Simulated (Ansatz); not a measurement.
Task: energies of removing a hydrogen of BFH4OSi, SMILES B[SiH](O)F, with the Ansatz DFT code, driven from Python. Give the script and its output. Use (for the species named): PBE0, def2-TZVPP basis, multiplicity 1.

```yaml
atoms:
  - { symbol: B, position_ang: [-1.2199, 0.2936, 0.3058] }
  - { symbol: Si, position_ang: [0.5375, -0.3628, 0.2410] }
  - { symbol: O, position_ang: [1.4907, 0.6544, -0.7499] }
  - { symbol: F, position_ang: [0.5980, -1.9092, -0.4022] }
  - { symbol: H, position_ang: [-2.0967, -0.2280, 0.9027] }
  - { symbol: H, position_ang: [-1.5392, 1.3372, -0.3036] }
  - { symbol: H, position_ang: [1.1131, -0.3959, 1.6108] }
  - { symbol: H, position_ang: [1.2085, 0.5537, -1.6605] }
```

The script, `bde_bfh4osi.py`:
```python
import logging
import sys

import ansatz as az
from ase import Atoms

logging.basicConfig(stream=sys.stdout, format="[%(levelname)s] %(message)s")
log = logging.getLogger("calc")
log.setLevel(logging.INFO)


def energy(molecule, charge=0, unpaired=0):
    calc = molecule.calculation().basis(gaussian="def2-TZVPP").functional("PBE0")
    if charge:
        calc = calc.charge(charge)
    if unpaired:
        calc = calc.spin("collinear", total=unpaired)
    return calc.run(threads=1).report["free_energy_ev"]

def without(molecule, index):
    rest = az.Crystal.molecule()
    for i, site in enumerate(molecule.cartesian_sites):
        if i != index:
            rest = rest.atom(site.symbol, site.position_ang)
    return rest


def main() -> None:
    atoms = Atoms(["B", "Si", "O", "F", "H", "H", "H", "H"], positions=[
        (-1.2199, 0.2936, 0.3058),
        (0.5375, -0.3628, 0.241),
        (1.4907, 0.6544, -0.7499),
        (0.598, -1.9092, -0.4022),
        (-2.0967, -0.228, 0.9027),
        (-1.5392, 1.3372, -0.3036),
        (1.1131, -0.3959, 1.6108),
        (1.2085, 0.5537, -1.6605),
    ])
    mol = az.Crystal.molecule_from_ase(atoms)

    whole = energy(mol, 0)
    hydrogen = energy(az.Crystal.molecule().atom("H", (0, 0, 0)), 0, 1)
    log.info(f"E(molecule) = {whole:.5f} eV, E(H) = {hydrogen:.5f} eV")
    for index in [5, 6, 7]:
        radical = energy(without(mol, index), 0, 1)
        log.info(f"H{index}: homolysis {23.060548 * (radical + hydrogen - whole):.1f} kcal/mol")
        anion = energy(without(mol, index), -1)
        log.info(f"H{index}: loss of a proton {23.060548 * (anion - whole):.1f} kcal/mol")


if __name__ == "__main__":
    main()
```

`python bde_bfh4osi.py` gives:
```text
[INFO] E(molecule) = -13377.90560 eV, E(H) = -13.63389 eV
[INFO] H5: homolysis 102.1 kcal/mol
[INFO] H5: loss of a proton 400.7 kcal/mol
[INFO] H6: homolysis 86.7 kcal/mol
[INFO] H6: loss of a proton 368.4 kcal/mol
[INFO] H7: homolysis 117.7 kcal/mol
[INFO] H7: loss of a proton 370.2 kcal/mol
```

The settings weren't tested for convergence. The geometry is a force-field or estimated start, not a minimum of this method, and the basis set is short of its limit. All parts are taken at fixed geometry, without zero-point energy. Anions want diffuse functions, which this basis lacks. It ran for 33 s on 1 thread of Intel(R) Xeon(R) 6975P-C (Granite Rapids), on a shared host, peak memory 0.63 GiB.
